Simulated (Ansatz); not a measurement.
**Br₂F₂H₂In₂: how energies converge with the basis set**

An exercise on one series of results from a longer session: the logs are not shown, and one member is left open.

Computed with Ansatz 0.2.0, Gaussian basis. Level: one geometry, several basis sets.

The runs, in order: PBE0-D4/def2-SVP; ωB97M-V/def2-SVP; PBE0-D4/def2-QZVPP; ωB97M-V/def2-QZVPP; the functionals' def2-TZVPP values are taken from earlier runs.

1 further run of the same task is left out (for a known fault of the program).

### The geometry

All runs share one geometry, relaxed beforehand with PBE0-D4 in a triple-zeta def2 set. In takes the def2 core potential; no spin-orbit term is included.

SMILES `[F][In@H-]1[Br+][In@@H-]([F])[Br+]1`, 8 atoms, charge 0, spin multiplicity 1.

Atoms are counted from 1 here; the program's logs count them from 0.

Bond lengths: F1–In2 1.935 Å, In2–Br3 2.661 Å, In2–Br6 2.661 Å, In2–H7 1.691 Å, Br3–In4 2.661 Å, In4–F5 1.935 Å, In4–Br6 2.661 Å, In4–H8 1.691 Å. Angles: F1–In2–Br3 102.2°, F1–In2–Br6 102.2°, F1–In2–H7 128.9°, Br3–In2–Br6 90.7°, Br3–In2–H7 112.8°, Br6–In2–H7 112.8°, In2–Br3–In4 89.3°, Br3–In4–F5 102.2°, Br3–In4–Br6 90.7°, Br3–In4–H8 112.8°, F5–In4–Br6 102.2°, F5–In4–H8 128.9°, Br6–In4–H8 112.9°, In2–Br6–In4 89.3°.

The first run:

in.yaml

```yaml
crystal:
  periodic: [false, false, false]
  atoms:
    - {symbol: F, position_ang: [1.349509, 2.493161, -1.039563]}
    - {symbol: In, position_ang: [-0.064907, 1.227272, -1.413573]}
    - {symbol: Br, position_ang: [1.149801, -1.106931, -1.020437]}
    - {symbol: In, position_ang: [-0.103879, -1.329192, 1.315696]}
    - {symbol: F, position_ang: [1.297967, -0.893341, 2.575771]}
    - {symbol: Br, position_ang: [-1.280580, 1.027977, 0.944613]}
    - {symbol: H, position_ang: [-1.145007, 1.194438, -2.713795]}
    - {symbol: H, position_ang: [-1.202904, -2.613384, 1.351307]}
basis:
  gaussian: {orbitals: def2-SVP}
hamiltonian: {xc: pbe0, dispersion: d4}
output: {orbitals: {seedname: orbitals}}
```

The run is started by

```bash
$ ansatz run in.yaml --threads 4 --pin off --events-out ev --progress --plain --max-ram 10444MiB
```

Among the steps run: PBE0-D4 in def2-SVP; ωB97M-V in def2-SVP; PBE0-D4 in def2-QZVPP; ωB97M-V in def2-QZVPP.

One table of the session follows, with a row left open; its other results are not shown here.

It belongs to the step «Functionals by basis». 

```
functional       basis  HOMO (eV)  LUMO (eV)
   PBE0-D4    def2-SVP      -9.20      -1.65
   PBE0-D4  def2-TZVPP      -9.27      -1.80
   PBE0-D4  def2-QZVPP          ?          ?
   ωB97M-V    def2-SVP     -11.38       0.35
   ωB97M-V  def2-TZVPP     -11.48       0.07
   ωB97M-V  def2-QZVPP     -11.49      -0.03
```

Estimate the missing values for PBE0-D4, def2-QZVPP.

The run gave: HOMO (eV): -9.29; LUMO (eV): -1.82. In the column «HOMO (eV)» it lies between ωB97M-V, def2-SVP (-11.38) and PBE0-D4, def2-TZVPP (-9.27).
